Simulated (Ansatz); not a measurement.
# H3O4Ta (Ta(O)(OH)3): the cost of one run

Method: DFT PBE, plane waves, PAW, molecule in a box with 9 Å of vacuum; program: Ansatz 0.2.0.

2 further runs of the same task are left out: 2 for a known fault of the program.

### 1 The system as given

8 atoms, charge 0, spin multiplicity 1.

Bond lengths: Ta1–O2 1.744 Å, Ta1–O3 1.926 Å, Ta1–O5 1.927 Å, Ta1–O7 1.926 Å, O3–H4 0.972 Å, O5–H6 0.971 Å, O7–H8 0.972 Å. Angles: O2–Ta1–O3 108.0°, O2–Ta1–O5 109.1°, O2–Ta1–O7 108.0°, O3–Ta1–O5 110.8°, O3–Ta1–O7 110.1°, O5–Ta1–O7 110.8°, Ta1–O3–H4 129.4°, Ta1–O5–H6 130.7°, Ta1–O7–H8 129.4°.

Geometry (Å):

```xyz
8
charge 0, multiplicity 1
Ta   -0.34000    0.00000    0.17427
O     0.55613    0.00000    1.67019
O     0.15057    1.57886   -0.81367
H     0.80146    2.26648   -0.59520
O    -2.22610    0.00000    0.56926
H    -2.69500    0.00000    1.41988
O     0.15057   -1.57886   -0.81367
H     0.80146   -2.26648   -0.59520
```

Formal oxidation states: Ta +5. An earlier session relaxed this geometry at PBE, Ta def2-SVP with ECP60, O def2-SVP, H def2-SVP (singlet, point group Cs).

### 2 Scalar-relativistic

input.yaml reads:

```yaml
crystal:
  lattice:
    - [12.5, 0.0, 0.0]
    - [0.0, 13.53, 0.0]
    - [0.0, 0.0, 11.48]
  atoms:
    - { symbol: Ta, position: [0.5484, 0.50010939, 0.47804355] }
    - { symbol: O, position: [0.6200904, 0.50010939, 0.60835017] }
    - { symbol: O, position: [0.5876456, 0.61680192, 0.39198606] }
    - { symbol: H, position: [0.639716, 0.6676238, 0.41101742] }
    - { symbol: O, position: [0.397512, 0.50010939, 0.51245122] }
    - { symbol: H, position: [0.36, 0.50010939, 0.58654704] }
    - { symbol: O, position: [0.5876456, 0.38341611, 0.39198606] }
    - { symbol: H, position: [0.639716, 0.33259424, 0.41101742] }
basis:
  ecutwfc: 420
  ecutrho_ratio: 4
kpoints:
  mp_grid: { grid: [1, 1, 1] }
hamiltonian:
  xc: pbe
scf:
  occupations: { method: gaussian, width: 0.01 }
output:
  forces: true
  eigenvalues: true
  populations: true
```

Started as:

```console
$ ansatz run input.yaml --threads 2 --pin off --max-ram 5120MiB --backend cpu --events-out ev --progress --plain --runs-dir out
```

What time and memory should one allow on 2 threads of Intel Xeon Platinum 8259CL at 2.50GHz (Skylake/Cascade Lake), shared host?

About 9.9 s, with a peak of 1.1 GiB.
